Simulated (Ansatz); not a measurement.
# GaOs3Pt12: the cost of one run

Method: DFT PBE, scalar-relativistic, plane waves, PAW, in Ansatz 0.2.0.

## 1. Starting point

The cell holds 16 atoms (GaOs3Pt12): a = 6.292 Å, b = 6.292 Å, c = 6.292 Å, α = 90.00°, β = 90.00°, γ = 90.00°.

The sites of an ideal bcc lattice, at a guessed lattice constant, take 12 Pt, 3 Os, 1 Ga (sublattices apart by semicolons), with a shake of 0.02 Å. Warren-Cowley parameters of the first shell (negative: unlike neighbours preferred): Ga-Os +1.00, Ga-Pt -0.33, Os-Pt -0.33. In a cell this small the draw can fall short of the order aimed at.

As a file:

```xyz
16
Lattice="6.2920 0.0000 0.0000 0.0000 6.2920 0.0000 0.0000 0.0000 6.2920" Properties=species:S:1:pos:R:3 pbc="T T T"
Ga    3.1178    3.1526    6.2728
Os    6.2872    0.0445    0.0196
Os    6.2651    3.1735    0.0051
Os    6.2832    0.0293    3.1250
Pt    3.1100    6.2604    6.2606
Pt    1.5565    1.5750    1.5584
Pt    3.1584    0.0142    3.1733
Pt    4.7259    1.5573    1.5830
Pt    0.0050    3.1679    3.1124
Pt    1.5648    4.7055    1.5586
Pt    1.5676    1.5840    4.6905
Pt    3.1658    3.1514    3.1707
Pt    4.7009    4.7137    1.5672
Pt    4.7053    1.6112    4.7269
Pt    1.5553    4.7243    4.6996
Pt    4.7340    4.6959    4.7055
```

## 2. Relaxing on a coarse mesh

Cell and atoms move without symmetry, on a coarse mesh with loose thresholds.

input.yaml reads:

```yaml
crystal:
  lattice:
    - [6.29203664, 0.0, 0.0]
    - [0.0, 6.29203664, 0.0]
    - [0.0, 0.0, 6.29203664]
  atoms:
    - { symbol: Ga, position: [0.495518422, 0.5010385925, 0.9969347735] }
    - { symbol: Os, position: [0.9992295495, 0.0070718401, 0.0031180349] }
    - { symbol: Os, position: [0.9957218261, 0.5043739278, 0.0008083627] }
    - { symbol: Os, position: [0.9985986794, 0.0046543407, 0.4966525832] }
    - { symbol: Pt, position: [0.4942697845, 0.9949704409, 0.9950083005] }
    - { symbol: Pt, position: [0.2473716328, 0.2503234896, 0.2476727133] }
    - { symbol: Pt, position: [0.5019632505, 0.0022640558, 0.5043327049] }
    - { symbol: Pt, position: [0.7510849376, 0.2475025565, 0.2515884246] }
    - { symbol: Pt, position: [0.0007956373, 0.5034749526, 0.4946499007] }
    - { symbol: Pt, position: [0.2486936372, 0.747847455, 0.247702182] }
    - { symbol: Pt, position: [0.2491408663, 0.2517444974, 0.7454686483] }
    - { symbol: Pt, position: [0.5031440717, 0.5008565284, 0.5039155846] }
    - { symbol: Pt, position: [0.747115453, 0.7491480913, 0.2490838519] }
    - { symbol: Pt, position: [0.7478259518, 0.2560654007, 0.7512449621] }
    - { symbol: Pt, position: [0.2471823273, 0.7508388315, 0.7469101908] }
    - { symbol: Pt, position: [0.7523853973, 0.7463273157, 0.7478443248] }
  symmetry: { detect: false }
basis:
  ecutwfc: 420
kpoints:
  mp_grid: { grid: [2, 2, 2], shift: [0.5, 0.5, 0.5] }
hamiltonian:
  xc: pbe
scf:
  occupations: { method: gaussian, width: 0.1 }
  lower_state_search: "off"
output:
  forces: true
  stress: true
  eigenvalues: true
relax:
  adjacent_minimum: "off"
  f_tol: 0.04
  max_steps: 50
  cell: { stress_tol: 0.3 }
```

Command:

```bash
$ ansatz run input.yaml --threads 4 --pin off --max-ram 9216MiB --backend cpu --events-out ev --progress --plain --runs-dir out
```

What time and memory should one allow on 4 threads of AMD EPYC 7R43 (Zen 3), shared host?

About 1.8 min, with a peak of 1.2 GiB.
